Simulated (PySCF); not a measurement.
**ZrCl₂: singlet, from a linear start**

Where does singlet ZrCl₂ go from a linear start, is the end point a minimum, and what are its modes, charges and moments?

Program: PySCF 2.14.0. Level of theory: B3LYP, basis Zr def2-TZVP with ECP28, Cl def2-TZVP, scalar-relativistic core potentials, no spin–orbit coupling, density fitting. These are calculated values, not measurements.

**1. Where the work starts**

3 atoms, charge 0, spin multiplicity 1.

Bond lengths: Zr1–Cl2 2.530 Å, Zr1–Cl3 2.530 Å. Angles: Cl2–Zr1–Cl3 180.0°.

```xyz
3
charge 0 multiplicity 1
Zr    0.0000    0.0000    0.0000
Cl    0.0000    0.0000    2.5300
Cl    0.0000    0.0000   -2.5300
```

**2. First SCF at the start**

One driver script runs all steps and calls PySCF; scf.py shows how it sets up the SCF of each step. The optimiser is the driver's own. After this first run the driver tries any further starts and a stability analysis.

Input file scf.py:

```python
from pyscf import gto, scf, dft
mol = gto.M(atom='''
Zr     0.000000     0.000000     0.000000
Cl     0.000000     0.000000     2.530000
Cl     0.000000     0.000000    -2.530000''',
    basis={'Zr': 'def2-TZVP', 'Cl': 'def2-TZVP'},
    ecp={'Zr': 'def2-TZVP'},
    charge=0, spin=0)
mf = dft.RKS(mol, xc='B3LYP')
mf.grids.atom_grid = (50, 194)
aux = {'Zr': 'def2-universal-JKFIT', 'Cl': 'def2-universal-JKFIT'}
mf = mf.density_fit(auxbasis=aux)
mf.conv_tol = 1e-08
mf.diis_space = 10
mf.max_cycle = 60
mf.init_guess = 'minao'
mf.verbose = 4
mf.kernel()
```

Command:

```console
> OMP_NUM_THREADS=2 python axn.py task.json out
```

The runs that follow: Linear start, singlet: relaxation; Frequencies; Following the imaginary mode; Hessian and properties; A spin-polarised start; Frequencies.

**Question.** What will these runs give? Wanted: minimum; geometry; wavenumbers; dipole moment; highest occupied, lowest empty level; polar-tensor charge of Zr1; zero-point energy; atomisation energy; ⟨S²⟩.

As calculated:

| quantity | value |
| --- | --- |
| minimum | broken-symmetry (Ms = 0), C2v |
| geometry | Zr–Cl 2.359 Å (×2); Cl–Zr–Cl 148.6° |
| wavenumbers (cm⁻¹) | 52 (a1), 349 (a1), 403 (b2) |
| dipole moment | 1.26 D |
| highest occupied, lowest empty level (either spin) | -5.60, -3.06 eV |
| polar-tensor charge of Zr1 | +1.09 e |
| zero-point energy | 4.8 kJ/mol |
| entropy at 298.15 K | 304.3 J/(mol K) |
| atomisation energy (no zero-point energy) | 941 kJ/mol |
| ⟨S²⟩ | 0.942 |

From D∞h at the start the molecule goes to a C2v minimum, after a stop at a second-order saddle point 51.8 kJ/mol higher, from which it was pushed off along an imaginary mode. The determinant is spin-contaminated (⟨S²⟩ = 0.94 against 0.00), so it is no pure spin state. In the infrared the band at 403 cm⁻¹ (b2, stretch) leads. The first SCF alone would have been 38 kJ/mol too high. Other starts or spin states, not run here, may lie lower.
